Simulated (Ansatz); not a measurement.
# CH3BF2Si: basis-set convergence

The task here is to estimate one member of a computed series from the others.

The runs use Ansatz 0.2.0, Gaussian basis; one geometry, several basis sets.

Plan: PBE0-D4/def2-SVP; ωB97M-V/def2-SVP; PBE0-D4/def2-QZVPP; ωB97M-V/def2-QZVPP; the functionals' def2-TZVPP values are taken from earlier runs.

## Structure used throughout

An earlier PBE0-D4 in a triple-zeta def2 set relaxation fixed the geometry.

8 atoms, charge 0, spin multiplicity 1.

Atoms are counted from 1 here; the program's logs count them from 0.

Bond lengths: F1–C2 1.331 Å, C2–B3 1.457 Å, C2–H6 1.090 Å, B3–Si4 1.874 Å, B3–H7 1.191 Å, Si4–F5 1.592 Å, Si4–H8 1.486 Å. Angles: F1–C2–B3 123.7°, F1–C2–H6 109.3°, B3–C2–H6 127.1°, C2–B3–Si4 107.3°, C2–B3–H7 128.8°, Si4–B3–H7 123.9°, B3–Si4–F5 122.8°, B3–Si4–H8 133.0°, F5–Si4–H8 104.2°.

The first run:

Contents of in.yaml:

```yaml
crystal:
  periodic: [false, false, false]
  atoms:
    - {symbol: F, position_ang: [0.393852, 1.647895, 1.967310]}
    - {symbol: C, position_ang: [-0.012980, 0.921741, 0.928570]}
    - {symbol: B, position_ang: [0.760004, -0.172784, 0.355441]}
    - {symbol: Si, position_ang: [-0.235779, -0.871140, -1.070716]}
    - {symbol: F, position_ang: [-1.657802, -0.293338, -1.494683]}
    - {symbol: H, position_ang: [-0.988195, 1.280143, 0.599461]}
    - {symbol: H, position_ang: [1.824431, -0.589813, 0.688251]}
    - {symbol: H, position_ang: [0.008668, -1.979802, -2.029534]}
basis:
  gaussian: {orbitals: def2-SVP}
hamiltonian: {xc: pbe0, dispersion: d4}
output: {orbitals: {seedname: orbitals}}
```

Run with:

```sh
> ansatz run in.yaml --threads 2 --pin off --events-out ev --progress --plain --max-ram 4352MiB
```

Steps of the session up to this table: PBE0-D4 in def2-SVP; ωB97M-V in def2-SVP; PBE0-D4 in def2-QZVPP; ωB97M-V in def2-QZVPP.

One table of the session follows, with a row left open; its other results are not shown here.

| functional | basis | HOMO (eV) | LUMO (eV) |
| --- | --- | --- | --- |
| PBE0-D4 | def2-SVP | -6.70 | -2.68 |
| PBE0-D4 | def2-TZVPP | ? | ? |
| PBE0-D4 | def2-QZVPP | -6.79 | -2.81 |
| ωB97M-V | def2-SVP | -8.60 | -0.74 |
| ωB97M-V | def2-TZVPP | -8.71 | -0.89 |
| ωB97M-V | def2-QZVPP | -8.74 | -0.95 |

Estimate the missing values for PBE0-D4, def2-TZVPP.

The run gave: HOMO (eV): -6.77; LUMO (eV): -2.77. In the column «HOMO (eV)» it lies between PBE0-D4, def2-QZVPP (-6.79) and PBE0-D4, def2-SVP (-6.70).
